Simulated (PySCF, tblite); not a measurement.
# C5H9F3OSi: geometry, infrared bands and NMR shifts

Wanted: the infrared bands and NMR shifts of C5H9F3OSi (`C[C@H](C(=O)C[SiH3])C(F)(F)F`), by calculation.

The runs use tblite 0.8.0 and PySCF 2.14.0, with density-fitted response routines of our own; the level of theory stands in each step. All values are computed, except where a source is named. Atoms are numbered from 0 throughout.

### Step 1. The molecule as given

19 atoms, charge 0, multiplicity 1; geometry from: force field or distance geometry start.

Bonds of the start (Å): C0–C1 1.52, C1–C2 1.54, C2–O3 1.22, C2–C4 1.51, C4–Si5 1.85, C1–C6 1.51, C6–F7 1.35, C6–F8 1.35, C6–F9 1.36, C0–H10 1.09, C0–H11 1.11, C0–H12 1.11, C1–H13 1.09, C4–H14 1.10, C4–H15 1.09, Si5–H16 1.48, Si5–H17 1.48, Si5–H18 1.49.

### Step 2. Optimising the geometry with GFN2-xTB

The job: settings as JSON, then the geometry in Å.

```
{"job": {"kind": "relax", "xc": "GFN2-xTB", "basis": "xTB"}, "charge": 0, "multiplicity": 1}
C     -1.993400    -1.270200    -0.483600
C     -1.124600    -0.030500    -0.305800
C      0.282700    -0.421000     0.176800
O      0.510200    -1.534900     0.606200
C      1.352700     0.642300     0.103300
Si     3.063300     0.035500    -0.265800
C     -1.718000     0.921100     0.704200
F     -2.957700     1.293900     0.333900
F     -0.983100     2.048700     0.804700
F     -1.813800     0.380500     1.945100
H     -1.547700    -1.971400    -1.190000
H     -2.988200    -0.990100    -0.875100
H     -2.161100    -1.798900     0.472300
H     -1.017200     0.457800    -1.272500
H      1.339800     1.201600     1.045500
H      1.077400     1.352400    -0.682500
H      3.091000    -0.702500    -1.546800
H      3.971200     1.199500    -0.415800
H      3.606600    -0.804400     0.838300
```

On the command line:

```sh
$ OMP_NUM_THREADS=1 python probes_run.py task.json out
```

The driver reads the jobs from task.json and runs them one after another.

**Question.** This job is followed by: GFN2-xTB harmonic vibrations, gas phase; GIAO PBE0/pcSseg-1 NMR shielding, non-relativistic, gas phase. Predict these results of the whole session: strongest single infrared mode (GFN2-xTB); zero-point energy (GFN2-xTB); ¹³C shifts against TMS (PBE0/pcSseg-1); ¹H shifts against TMS (PBE0/pcSseg-1, means over atoms taken as alike); ¹⁷O shifts against H2O (PBE0/pcSseg-1); ²⁹Si shifts against TMS (PBE0/pcSseg-1); ¹⁹F shifts against CFCl3 (PBE0/pcSseg-1, means over atoms taken as alike); surface potential, 1st and 99th percentile.

As calculated:

| quantity | value |
| --- | --- |
| strongest single infrared mode (GFN2-xTB) | 785 cm⁻¹, 382 km/mol |
| zero-point energy (GFN2-xTB) | 80.9 kcal/mol |
| ¹³C shifts against TMS (PBE0/pcSseg-1) | 207.9, 134.7, 53.3, 34.6, 12.6 ppm |
| ¹H shifts against TMS (PBE0/pcSseg-1, means over atoms taken as alike) | 4.01, 3.31, 2.84, 2.44, 1.38 ppm |
| ¹⁷O shifts against H2O (PBE0/pcSseg-1) | 659.9 ppm |
| ²⁹Si shifts against TMS (PBE0/pcSseg-1) | -67.6 ppm |
| ¹⁹F shifts against CFCl3 (PBE0/pcSseg-1, means over atoms taken as alike) | -84.4 ppm |
| surface potential, 1st and 99th percentile | -1.49 V and 1.41 V |

Relaxing lowered the energy by 0.272 eV in 150 steps; the close pair that moved most is C4–Si5, from 1.852 to 1.924 Å. No mode is imaginary among the 51: a minimum at this level. The strongest single mode, at 785 cm⁻¹, moves mainly H16 and H17. Unscaled tight-binding wavenumbers are off by several per cent, some by more. Its intensities can rank the bands wrongly. The most deshielded carbon is C2 (ketone carbonyl carbon), at 207.9 ppm: the double bond to the heteroatom, with no lone-pair donor beside it, deshields it most. At PBE0/pcSseg-1: Shielding is most anisotropic at O3 (span 1280 ppm, paramagnetic term -726 ppm). By nearest atom (PBE0/pcSseg-1), the HOMO sits on O3 62 %; C1, C4 about 10 % each and the LUMO on C2 40 %; O3 27 %.
